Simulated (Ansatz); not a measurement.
# KBi3F10: the cost of one run

Program: Ansatz 0.2.0. Level of theory: DFT LDA, plane waves, PAW, scalar-relativistic, no spin polarisation. These are calculated values, not measurements.

## 1. The starting structure

The cell holds 28 atoms (Bi6F20K2): a = 8.525 Å, b = 8.525 Å, c = 8.525 Å, α = 60.00°, β = 60.00°, γ = 60.00°.

Coordinates:

```cif
data_structure
_symmetry_space_group_name_H-M 'P 1'
_symmetry_Int_Tables_number 1
_cell_length_a 8.5250
_cell_length_b 8.5250
_cell_length_c 8.5250
_cell_angle_alpha 60.000
_cell_angle_beta 60.000
_cell_angle_gamma 60.000
_cell_volume 438.09
loop_
_atom_site_label
_atom_site_type_symbol
_atom_site_fract_x
_atom_site_fract_y
_atom_site_fract_z
_atom_site_occupancy
K1 K 0.25000 0.25000 0.25000 1
K2 K 0.75000 0.75000 0.75000 1
Bi1 Bi 0.75976 0.24024 0.24024 1
Bi2 Bi 0.24024 0.75976 0.75976 1
Bi3 Bi 0.24024 0.75976 0.24024 1
Bi4 Bi 0.75976 0.24024 0.75976 1
Bi5 Bi 0.24024 0.24024 0.75976 1
Bi6 Bi 0.75976 0.75976 0.24024 1
F1 F 0.83007 0.50000 0.50000 1
F2 F 0.16993 0.50000 0.50000 1
F3 F 0.50000 0.83007 0.16993 1
F4 F 0.50000 0.16993 0.83007 1
F5 F 0.50000 0.83007 0.50000 1
F6 F 0.16993 0.50000 0.83007 1
F7 F 0.50000 0.16993 0.50000 1
F8 F 0.83007 0.50000 0.16993 1
F9 F 0.50000 0.50000 0.83007 1
F10 F 0.50000 0.50000 0.16993 1
F11 F 0.16993 0.83007 0.50000 1
F12 F 0.83007 0.16993 0.50000 1
F13 F 0.11545 0.11545 0.11545 1
F14 F 0.88455 0.88455 0.88455 1
F15 F 0.11545 0.11545 0.65365 1
F16 F 0.11545 0.65365 0.11545 1
F17 F 0.88455 0.88455 0.34635 1
F18 F 0.88455 0.34635 0.88455 1
F19 F 0.65365 0.11545 0.11545 1
F20 F 0.34635 0.88455 0.88455 1
```

## 2. Run 1

200 steps of 3 fs under a Nosé-Hoover thermostat at 900 K.

input.yaml reads:

```yaml
crystal:
  lattice:
    - [0.0, 6.028058, 6.028058]
    - [6.028058, 0.0, 6.028058]
    - [6.028058, 6.028058, 0.0]
  atoms:
    - { symbol: K, position: [0.25, 0.25, 0.25] }
    - { symbol: K, position: [0.75, 0.75, 0.75] }
    - { symbol: Bi, position: [0.7597591, 0.2402409, 0.2402409] }
    - { symbol: Bi, position: [0.2402409, 0.7597591, 0.7597591] }
    - { symbol: Bi, position: [0.2402409, 0.7597591, 0.2402409] }
    - { symbol: Bi, position: [0.7597591, 0.2402409, 0.7597591] }
    - { symbol: Bi, position: [0.2402409, 0.2402409, 0.7597591] }
    - { symbol: Bi, position: [0.7597591, 0.7597591, 0.2402409] }
    - { symbol: F, position: [0.8300746, 0.5, 0.5] }
    - { symbol: F, position: [0.1699254, 0.5, 0.5] }
    - { symbol: F, position: [0.5, 0.8300746, 0.1699254] }
    - { symbol: F, position: [0.5, 0.1699254, 0.8300746] }
    - { symbol: F, position: [0.5, 0.8300746, 0.5] }
    - { symbol: F, position: [0.1699254, 0.5, 0.8300746] }
    - { symbol: F, position: [0.5, 0.1699254, 0.5] }
    - { symbol: F, position: [0.8300746, 0.5, 0.1699254] }
    - { symbol: F, position: [0.5, 0.5, 0.8300746] }
    - { symbol: F, position: [0.5, 0.5, 0.1699254] }
    - { symbol: F, position: [0.1699254, 0.8300746, 0.5] }
    - { symbol: F, position: [0.8300746, 0.1699254, 0.5] }
    - { symbol: F, position: [0.1154503, 0.1154503, 0.1154503] }
    - { symbol: F, position: [0.8845497, 0.8845497, 0.8845497] }
    - { symbol: F, position: [0.1154503, 0.1154503, 0.6536491] }
    - { symbol: F, position: [0.1154503, 0.6536491, 0.1154503] }
    - { symbol: F, position: [0.8845497, 0.8845497, 0.3463509] }
    - { symbol: F, position: [0.8845497, 0.3463509, 0.8845497] }
    - { symbol: F, position: [0.6536491, 0.1154503, 0.1154503] }
    - { symbol: F, position: [0.3463509, 0.8845497, 0.8845497] }
basis:
  ecutwfc: 420.0
kpoints:
  mp_grid: { grid: [2, 2, 2] }
hamiltonian:
  xc: lda
scf:
  occupations: { method: fermi_dirac, width: 0.05 }
  lower_state_search: "off"
  max_iter: 75
md:
  timestep: 3.0
  n_steps: 200
  ensemble: nvt_nose_hoover
  temperature: 900.0
  initial_velocities: maxwell_boltzmann
  seed: 965533
  nose_hoover: { tau: 5.0, chain_length: 1 }
```

Started as:

```
> ansatz run input.yaml --threads 4 --pin off --max-ram 10240MiB --backend cpu --events-out ev --progress --plain --runs-dir out
```

**Question.** How long does this run take on 4 threads of AMD EPYC 7R13 (Zen 3), shared host, and how much memory does it need?

About 15 min, with a peak of 2 GiB.
